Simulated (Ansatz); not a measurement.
# CFGaOS: small, medium and large basis sets

An exercise on one series of results from a longer session: the logs are not shown, and one member is left open.

Computed with Ansatz 0.2.0, Gaussian basis. Level: one geometry, several basis sets.

The runs, in order: PBE0-D4/def2-SVP; ωB97M-V/def2-SVP; PBE0-D4/def2-QZVPP; ωB97M-V/def2-QZVPP; the functionals' def2-TZVPP values are taken from earlier runs.

## The geometry

The geometry comes from an earlier relaxation with PBE0-D4 in a triple-zeta def2 set; it is a stationary point.

5 atoms, charge 0, spin multiplicity 1.

Atoms are counted from 1 here; the program's logs count them from 0.

Bond lengths: F1–Ga2 1.797 Å, O3–C4 1.147 Å, C4–S5 1.566 Å. Angles: O3–C4–S5 178.8°.

Set-up of the first run:

in.yaml reads:

```yaml
crystal:
  periodic: [false, false, false]
  atoms:
    - {symbol: F, position_ang: [-0.265217, -1.587883, 0.823591]}
    - {symbol: Ga, position_ang: [0.333468, -0.699949, 2.266837]}
    - {symbol: O, position_ang: [-0.458489, -0.098741, -1.909895]}
    - {symbol: C, position_ang: [-0.055710, 0.640215, -1.131175]}
    - {symbol: S, position_ang: [0.495748, 1.672658, -0.090757]}
basis:
  gaussian: {orbitals: def2-SVP}
hamiltonian: {xc: pbe0, dispersion: d4}
output: {orbitals: {seedname: orbitals}}
```

Launch:

```sh
$ ansatz run in.yaml --threads 2 --pin off --events-out ev --progress --plain --max-ram 4352MiB
```

Among the steps run: PBE0-D4 in def2-SVP; ωB97M-V in def2-SVP; PBE0-D4 in def2-QZVPP; ωB97M-V in def2-QZVPP.

One table of the session follows, with a row left open; its other results are not shown here.

It belongs to the step «Density functionals: the series». 

| functional | basis | HOMO (eV) |
| --- | --- | --- |
| PBE0-D4 | def2-SVP | -7.48 |
| PBE0-D4 | def2-TZVPP | -7.57 |
| PBE0-D4 | def2-QZVPP | -7.60 |
| ωB97M-V | def2-SVP | -9.61 |
| ωB97M-V | def2-TZVPP | -9.72 |
| ωB97M-V | def2-QZVPP | ? |

Q: Estimate the row for ωB97M-V, def2-QZVPP from the others.

The run gave: HOMO (eV): -9.76. In the column «HOMO (eV)» it is the lowest.
